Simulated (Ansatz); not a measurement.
# C₂H₃BO₂: geometry optimisation

Aim: relax C₂H₃BO₂ at this level.

The runs use Ansatz 0.2.0; RHF/def2-SVPD.

1 further run of the same task is left out (set aside as unsound or not needed).

## (1) Where the work starts

8 atoms, charge 0, spin multiplicity 1.

Atoms are counted from 1 here; the program's logs count them from 0.

Bond lengths: O1–C2 1.164 Å, C2–B3 1.479 Å, B3–C4 1.476 Å, B3–H6 1.210 Å, C4–O5 1.354 Å, C4–H7 1.105 Å, O5–H8 0.973 Å. Angles: O1–C2–B3 178.9°, C2–B3–C4 113.4°, C2–B3–H6 118.0°, C4–B3–H6 128.6°, B3–C4–O5 122.6°, B3–C4–H7 123.0°, O5–C4–H7 114.3°, C4–O5–H8 111.0°.

Coordinates:

```mol
C2H3BO2
  3D, bonds by distance, orders not assigned

  8  7  0  0  0  0  0  0  0  0999 V2000
    2.3204   -1.2406    1.2450 O   0  0
    1.4773   -0.5004    0.9364 C   0  0
    0.4165    0.4602    0.5616 B   0  0
   -0.5116   -0.0617   -0.4605 C   0  0
   -1.5511    0.6614   -0.9405 O   0  0
    0.4097    1.5407    1.1068 H   0  0
   -0.4190   -1.0722   -0.8991 H   0  0
   -2.0500    0.1554   -1.6056 H   0  0
  1  2  8  0
  2  3  8  0
  3  4  8  0
  3  6  8  0
  4  5  8  0
  4  7  8  0
  5  8  8  0
M  END
```

## (2) Relaxation

File input.yaml:

```yaml
crystal:
  periodic: [false, false, false]
  atoms:
    - { symbol: O, position_ang: [2.320357, -1.240615, 1.245003] }
    - { symbol: C, position_ang: [1.477269, -0.500371, 0.936402] }
    - { symbol: B, position_ang: [0.416519, 0.460187, 0.561631] }
    - { symbol: C, position_ang: [-0.511611, -0.0617, -0.46047] }
    - { symbol: O, position_ang: [-1.551051, 0.661447, -0.940547] }
    - { symbol: H, position_ang: [0.409736, 1.540746, 1.106824] }
    - { symbol: H, position_ang: [-0.419037, -1.072239, -0.899052] }
    - { symbol: H, position_ang: [-2.049981, 0.155446, -1.605592] }
basis:
  gaussian: { orbitals: def2-SVPD }
hamiltonian:
  xc: hf
output:
  forces: true
relax:
  f_tol: 0.003
  max_steps: 120
```

Run with:

```bash
$ ansatz run input.yaml --threads 1 --pin off --max-ram 2560MiB --backend cpu --events-out ev --progress --plain --runs-dir out
```

Standard output (excerpt; [...] marks lines left out):

```text
Warning: RAYON_NUM_THREADS=1 ignored (pool sized by the plan → 1); use --threads N
[...]
Functional definition: HF
[...]
1396 factors; integrals over basis functions are off by at most 2.6e-4 eV
[...]
mean field -6847.80935767 eV, -251.6523522827 hartree, gradient 2.7e-5 eV, S^2 0.000000; 0 other end points of the search recorded, 0 dependent functions left out
[...]
reference -6847.80935767 eV, -251.6523522827 hartree; 18, 18 occupied and 112, 112 virtual orbitals, 1396 factors
relax step   1: F+E_penalty+E_count = -6847.80935767 eV  Δ(F+E_penalty+E_count) = +0.000e0 eV  max|allowed force component| = 4.149e0 eV/Å  Δτ_max = 0.0000 Å  (45 SCF iters, accepted)
[...]
relax step   3: F+E_penalty+E_count = -6848.02788388 eV  Δ(F+E_penalty+E_count) = -1.405e-2 eV  max|allowed force component| = 1.190e-1 eV/Å  Δτ_max = 0.0272 Å  (39 SCF iters, accepted)
[...]
relax step   5: F+E_penalty+E_count = -6848.03032031 eV  Δ(F+E_penalty+E_count) = -9.480e-5 eV  max|allowed force component| = 5.926e-2 eV/Å  Δτ_max = 0.0027 Å  (31 SCF iters, accepted)
[...]
relax step   7: F+E_penalty+E_count = -6848.03082720 eV  Δ(F+E_penalty+E_count) = -5.069e-4 eV  max|allowed force component| = 1.395e-2 eV/Å  Δτ_max = 0.0131 Å  (40 SCF iters, accepted)
[...]
relax step   9: F+E_penalty+E_count = -6848.03087039 eV  Δ(F+E_penalty+E_count) = -2.748e-5 eV  max|allowed force component| = 5.376e-3 eV/Å  Δτ_max = 0.0010 Å  (31 SCF iters, accepted)
[...]
relax step  10: F+E_penalty+E_count = -6848.03087189 eV  Δ(F+E_penalty+E_count) = -1.508e-6 eV  max|allowed force component| = 1.303e-3 eV/Å  Δτ_max = 0.0004 Å  (29 SCF iters, accepted)
1396 factors; integrals over basis functions are off by at most 2.2e-4 eV
mean field -6848.03087189 eV, -251.6604927801 hartree, gradient 1.4e-5 eV, S^2 0.000000; 1 other end points of the search recorded, 0 dependent functions left out
[...]
reference -6848.03087189 eV, -251.6604927801 hartree; 18, 18 occupied and 112, 112 virtual orbitals, 1396 factors
Total energy: -6848.03087189 eV, -251.6604927801 hartree
Atom 0 at     2.223379    -1.281014     1.146692 Å, force    -0.000872     0.000748    -0.000364 eV/Å
Atom 1 at     1.447317    -0.514630     0.904685 Å, force     0.001303    -0.001177     0.000521 eV/Å
Atom 2 at     0.391727     0.523775     0.573473 Å, force    -0.000684     0.000269    -0.000402 eV/Å
Atom 3 at    -0.496771    -0.032317    -0.434119 Å, force    -0.000172     0.000208    -0.000037 eV/Å
Atom 4 at    -1.540831     0.611257    -0.957137 Å, force     0.000543     0.000348     0.000638 eV/Å
Atom 5 at     0.425713     1.574208     1.136510 Å, force    -0.000200    -0.000466    -0.000432 eV/Å
Atom 6 at    -0.354858    -1.034980    -0.829416 Å, force     0.000459     0.000313     0.000517 eV/Å
Atom 7 at    -2.003475     0.096602    -1.596488 Å, force    -0.000378    -0.000243    -0.000441 eV/Å
Dipole moment:    -0.113845    -0.410608    -0.302038 e Å
```

It took 40 s on 1 thread of Arm Neoverse V1, shared host; peak memory 0.28 GiB.

The steps of the relaxation:

```csv
step,energy from step 1 (eV),largest force component (eV/Å)
1,0.0000,4.1485
2,-0.2045,0.6177
3,-0.2185,0.1190
4,-0.2209,0.0678
5,-0.2210,0.0593
6,-0.2204,0.1344
7,-0.2215,0.0140
8,-0.2215,0.0410
9,-0.2215,0.0054
10,-0.2215,0.0013
```

Distances of close pairs at the start and the end, largest changes first:

```csv
bond,before (Å),after (Å),change (Å)
O1–C2,1.164,1.117,-0.046
C2–B3,1.479,1.517,+0.038
O5–H8,0.973,0.942,-0.031
B3–C4,1.476,1.454,-0.022
C4–O5,1.354,1.333,-0.021
C4–H7,1.105,1.087,-0.018
B3–H6,1.210,1.192,-0.018
```

## (3) Results

```
             quantity      value
        energy gained  0.2215 eV
root mean square move    0.080 Å
        dipole moment     2.51 D
```

What this shows: Bond lengths: O1–C2 1.117 Å, C2–B3 1.517 Å, B3–C4 1.454 Å, B3–H6 1.192 Å, C4–O5 1.333 Å, C4–H7 1.087 Å, O5–H8 0.942 Å. Angles: O1–C2–B3 179.9°, C2–B3–C4 108.3°, C2–B3–H6 118.7°, C4–B3–H6 133.0°, B3–C4–O5 124.5°, B3–C4–H7 121.7°, O5–C4–H7 113.9°, C4–O5–H8 112.8°. No frequencies were computed here.
